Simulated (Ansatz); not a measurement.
The system is MnFe2N2.

```xyz
5
Lattice="2.8941 0.0000 0.0000 -1.4471 2.5064 0.0000 0.0000 0.0000 6.2944" Properties=species:S:1:pos:R:3 pbc="T T T"
Fe    0.0000    1.6709    5.2420
Fe    1.4471    0.8355    1.0524
Mn    0.0000    0.0000    3.1472
N     0.0000    1.6709    1.8454
N     1.4471    0.8355    4.4489
```

The cell comes from a database or a generator and needn't be the stable form of this composition.

- Program: Ansatz 0.2.0
- Task: relaxation of cell and atoms
- Functional: RPBE
- Potentials or basis: Ansatz PAW
- Cutoff: 420 eV (not typed: the program's choice for these potentials)
- k mesh: 8 × 8 × 3
- Occupations: fermi-dirac, width 0.05 eV
- Spin: collinear spin, ferromagnetic start
- Starting moments: [3.0, 3.0, 4.0, 0.0, 0.0] μB

At the start: volume 9.13 Å³/atom.

Q: Where does the relaxation end?

A: It ends after 7 steps and the volume is 9.37 Å³/atom (+2.6 %); space group P-3m1 (No. 164, to 0.05 Å); moment 2.92 μB per cell.

Step by step:
```
step  energy change (eV)  largest force (eV/Å)  volume (Å³)
   1              0.0000                0.0769        45.66
   2             -0.0088                0.0604        46.19
   3             -0.0117                0.0623        46.71
   4             -0.0120                0.0054        46.81
   5             -0.0159                0.0061        46.81
   6             -0.0158                0.0011        46.85
   7             -0.0159                0.0010        46.85
```

Final structure:
```yaml
crystal:
  lattice:
    - [2.91619, 0.00000, 0.00000]
    - [-1.45810, 2.52550, 0.00000]
    - [0.00000, 0.00000, 6.36157]
  atoms:
    - { symbol: Fe, position: [0.33333, 0.66667, 0.83154] }
    - { symbol: Fe, position: [0.66667, 0.33333, 0.16846] }
    - { symbol: Mn, position: [0.00000, 0.00000, 0.50000] }
    - { symbol: N, position: [0.33333, 0.66667, 0.29084] }
    - { symbol: N, position: [0.66667, 0.33333, 0.70916] }
```

Caveat: the plane-wave basis is chosen anew once the cell has moved, so the energies of steps on either side of that aren't comparable; the pressure holds a Pulay correction of +0.5 GPa for the finite cutoff; only a ferromagnetic start was run, and an antiferromagnetic order may lie lower in energy; the PAW data sets come from PBE, with cores solved anew for the run's functional, which leaves a small shift of forces and pressure.
